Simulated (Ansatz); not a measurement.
Task: cell relaxations under several functionals of LaAu₃, space group Fm-3m, with Ansatz 0.2.0, Python API. Give the script and its output. Settings (first run): r2SCAN, PAW, cutoff 381 eV, 3×3×3 k-points, Gaussian smearing of 0.01 eV, D4 dispersion.

Input file `laau3.xyz`:
```text
4
Lattice="0.0 3.55196667 3.55196667 3.55196667 0.0 3.55196667 3.55196667 3.55196667 0.0" Properties=species:S:1:pos:R:3 pbc="T T T"
La    0.00000000    0.00000000    0.00000000
Au    1.77598334    1.77598334    1.77598334
Au    5.32795000    5.32795000    5.32795000
Au    3.55196667    3.55196667    3.55196667
```

Script `laau3.py`:
```python
'''How the lattice of LaAu3 depends on the functional.'''

import logging
import sys

import ansatz
import numpy as np

logging.basicConfig(stream=sys.stdout, format='[%(levelname)s] %(message)s')
logger = logging.getLogger('run')
logger.setLevel(logging.INFO)

SETTINGS = {
    'filling': 'gaussian',
    'width_ev': 0.01,
    'scf_tol': 1e-08,
    'kmesh': (3, 3, 3),
    'fmax': 0.001,
}

def edges_and_angles(cell):
    cell = np.asarray(cell)
    a, b, c = np.linalg.norm(cell, axis=1)
    cosines = cell[1] @ cell[2] / (b * c), cell[0] @ cell[2] / (a * c), cell[0] @ cell[1] / (a * b)
    return (a, b, c, *np.degrees(np.arccos(cosines)))

system = ansatz.Crystal.from_extxyz('laau3.xyz')

job = (
    system.calculation()
    .occupations(SETTINGS['filling'], width=SETTINGS['width_ev'])
    .mixing('msr1')
    .scf(tolerance=SETTINGS['scf_tol'])
    .basis(28 * ansatz.Ry)
    .kpoints(*SETTINGS['kmesh'], center='gamma')
    .relax(cell=True, force_tolerance=SETTINGS['fmax'])
)

levels = [('r2scan', 'd4'), ('pbesol', 'none'), ('r2scan', 'none')]
logger.info('level            a       b       c    alpha   beta  gamma  V/atom  steps')
for name, dispersion in levels:
    seen = []
    run = job.functional(name, dispersion=dispersion).session().plan()
    res = run.execute(on_event=lambda e: seen.append(e) if e['event'] == 'relax_step' else None)
    cell = res.lattice.cell_ang
    label = name if dispersion == 'none' else f'{name}+{dispersion}'
    print('{:13s} {:7.4f} {:7.4f} {:7.4f} {:6.2f} {:6.2f} {:6.2f}'.format(label, *edges_and_angles(cell)), f'{abs(np.linalg.det(cell)) / len(res.lattice.sites):7.3f} {len(seen):5d}')
```

```console
$ python laau3.py
[INFO] level            a       b       c    alpha   beta  gamma  V/atom  steps
DeckWarning: basis.ecutwfc = 380.959407443832 eV is below the records' recommended 500 eV, and the density's cutoff is lower with it unless basis.ecutrho_ratio is high enough to keep the records' density cutoff: compare with a run at a higher cutoff
DeckWarning: relax.cell: scf.convergence.dr2_threshold = 1e-8 eV is looser than the 4e-10 eV advised for a relaxation that steers and ends on the stress (1e-10 eV for each atom of the cell: 4). What an SCF threshold leaves in a stress goes as its square root, and in the free energy as the threshold itself, and one [...]
r2scan+d4      4.9947  4.9947  4.9947  60.00  60.00  60.00  22.026     5
DeckWarning: basis.ecutwfc = 380.959407443832 eV is below the records' recommended 420 eV, and the density's cutoff is lower with it unless basis.ecutrho_ratio is high enough to keep the records' density cutoff: compare with a run at a higher cutoff
pbesol         4.9467  4.9467  4.9467  60.00  60.00  60.00  21.397     6
r2scan         5.0157  5.0157  5.0157  60.00  60.00  60.00  22.306     4
```
(Warnings from the package without file and line, shortened.)

From smallest to largest: PBEsol (21.40 Å³ an atom, -4.5 % against the start), r2SCAN+D4 (22.03 Å³ an atom, -1.7 % against the start) and r2SCAN (22.31 Å³ an atom, -0.4 % against the start). The spread is 4.2 % in volume.

What to keep in mind:
- These settings explore the input space; cutoff and mesh may be short of convergence.
- The cutoff lies under the one recommended for these potentials.
- Forces vanish by symmetry, so the ions can't move, and the end may be a saddle.
- Dispersion corrections can be off by several per cent in the lattices of metals, and by several GPa in the pressure at a fixed cell.
- For a metal this mesh is far too coarse, so the numbers only illustrate the procedure.
- Edges and angles are those of the cell as typed, here a primitive one, not of the conventional cell.
- Spin-orbit coupling, which matters for elements this heavy, is left out.
- This cell is a computed structure, which may not be the phase found in nature.
- Run time: 23 s on 1 thread of Arm Neoverse V2, on a shared host, peak memory 0.57 GiB.
